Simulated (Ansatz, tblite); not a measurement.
# The cluster FeGe10: a ladder of methods and basis sets

One table from this session's results is given with a row withheld; the runs are named, their logs left out.

Method: as each input shows; program: Ansatz 0.2.0, Gaussian basis.

Plan: GFN1-xTB, GFN2-xTB, PBE-D4/def2-TZVP, r2SCAN-D4/def2-TZVP, BHLYP-D4/def2-TZVP, PBE-D4/def2-SVP, PBE0-D4/def2-SVP, HF/STO-3G, MP2/def2-TZVP, RPA/def2-TZVP.

3 further runs of the same task are left out: 1 that didn't finish, 2 set aside as unsound or not needed.

**The relaxed structure**

The singlet was relaxed beforehand with PBE-D4/def2-SVP. At that level it is the lowest of the isomers that a small search found.

11 atoms, charge 0, spin multiplicity 1.

Bond lengths: Fe1–Ge2 2.574 Å, Fe1–Ge3 2.533 Å, Fe1–Ge4 2.362 Å, Fe1–Ge5 2.457 Å, Fe1–Ge6 2.730 Å, Fe1–Ge7 2.578 Å, Fe1–Ge8 2.460 Å, Fe1–Ge9 2.731 Å, Fe1–Ge10 2.361 Å, Fe1–Ge11 2.408 Å, Ge2–Ge5 2.595 Å, Ge2–Ge7 2.497 Å, Ge2–Ge9 2.733 Å, Ge3–Ge6 2.543 Å, Ge3–Ge7 2.733 Å, Ge3–Ge9 2.543 Å, Ge4–Ge6 2.560 Å and more. Angles: Ge2–Fe1–Ge3 65.0°, Ge2–Fe1–Ge4 152.9°, Ge2–Fe1–Ge5 62.0°, Ge2–Fe1–Ge6 109.3°, Ge2–Fe1–Ge7 58.0°, Ge2–Fe1–Ge8 92.2°, Ge2–Fe1–Ge9 61.9°, Ge2–Fe1–Ge10 96.6°, Ge2–Fe1–Ge11 129.2°, Ge3–Fe1–Ge4 116.1°, Ge3–Fe1–Ge5 126.6°, Ge3–Fe1–Ge6 57.6°, Ge3–Fe1–Ge7 64.6°, Ge3–Fe1–Ge8 126.0°, Ge3–Fe1–Ge9 57.6°, Ge3–Fe1–Ge10 116.1°, Ge3–Fe1–Ge11 75.3°, Ge4–Fe1–Ge5 113.9° and more.

No spin-orbit coupling is included.

PBE0-D4/def2-TZVP was run before; its log isn't repeated, and its numbers join the tables.

The first run:

Tight binding, by tblite at 300 K electronic temperature and without a spin-polarisation term:

```python
tblite.interface.Calculator('GFN1-xTB', numbers, positions, charge=0, uhf=0).singlepoint()
```

Tight binding, by tblite at 300 K electronic temperature and without a spin-polarisation term:

```python
tblite.interface.Calculator('GFN2-xTB', numbers, positions, charge=0, uhf=0).singlepoint()
```

start.molden holds the orbitals of an earlier run on this state, given as this run's starting guess.

The input, in.yaml:

```yaml
crystal:
  periodic: [false, false, false]
  atoms:
    - {symbol: Fe, position_ang: [-0.036146, 0.011331, 0.326510]}
    - {symbol: Ge, position_ang: [-1.221423, 1.114933, -1.674424]}
    - {symbol: Ge, position_ang: [0.326666, -1.138710, -1.901545]}
    - {symbol: Ge, position_ang: [1.726097, -0.168757, 1.889441]}
    - {symbol: Ge, position_ang: [-1.588437, 1.860684, 0.784053]}
    - {symbol: Ge, position_ang: [2.411547, -0.901436, -0.465277]}
    - {symbol: Ge, position_ang: [1.248134, 1.390652, -1.432212]}
    - {symbol: Ge, position_ang: [0.963390, 2.146013, 1.031466]}
    - {symbol: Ge, position_ang: [-2.010385, -1.394306, -0.931670]}
    - {symbol: Ge, position_ang: [-1.992883, -0.595946, 1.500566]}
    - {symbol: Ge, position_ang: [0.173451, -2.324447, 0.873092]}
basis:
  gaussian: {orbitals: def2-TZVP, fitting: {mean_field: def2-universal-jkfit}, initial_orbitals: start.molden}
hamiltonian: {xc: pbe, dispersion: d4}
scf: {omitted_lower_state_checks: [starts]}
output: {forces: true, orbitals: {seedname: orbitals}}
```

The run is started by

```sh
> ansatz run in.yaml --threads 2 --pin off --events-out ev --progress --plain --max-ram 32768MiB --backend cuda --devices 0, --max-vram 18GiB
```

Among the steps run: PBE-D4/def2-TZVP; r2SCAN-D4/def2-TZVP; BHLYP-D4/def2-TZVP; PBE-D4/def2-SVP; PBE0-D4/def2-SVP; HF/STO-3G; MP2/def2-TZVP; RPA/def2-TZVP.

One table of the session follows, with a row left open; its other results are not shown here.

It belongs to the step «Binding energy». 

| level | binding an atom (eV) |
| --- | --- |
| HF/def2-TZVP | 0.666 |
| PBE-D4/def2-SVP | 3.554 |
| PBE-D4/def2-TZVP | 3.531 |
| r2SCAN-D4/def2-TZVP | ? |
| PBE0-D4/def2-SVP | 3.107 |
| PBE0-D4/def2-TZVP | 3.129 |
| BHLYP-D4/def2-TZVP | 2.474 |
| RPA/def2-TZVP | 2.920 |
| MP2/def2-TZVP | 3.383 |

Q: Estimate the row for r2SCAN-D4/def2-TZVP from the others.

As computed: binding an atom (eV): 3.335. In the column «binding an atom (eV)» it lies between PBE0-D4/def2-TZVP (3.129) and MP2/def2-TZVP (3.383).

Caveats from the session: Free atoms were run apart at each level; binding is atoms less cluster, divided by the number of atoms, without zero-point or spin-orbit terms.
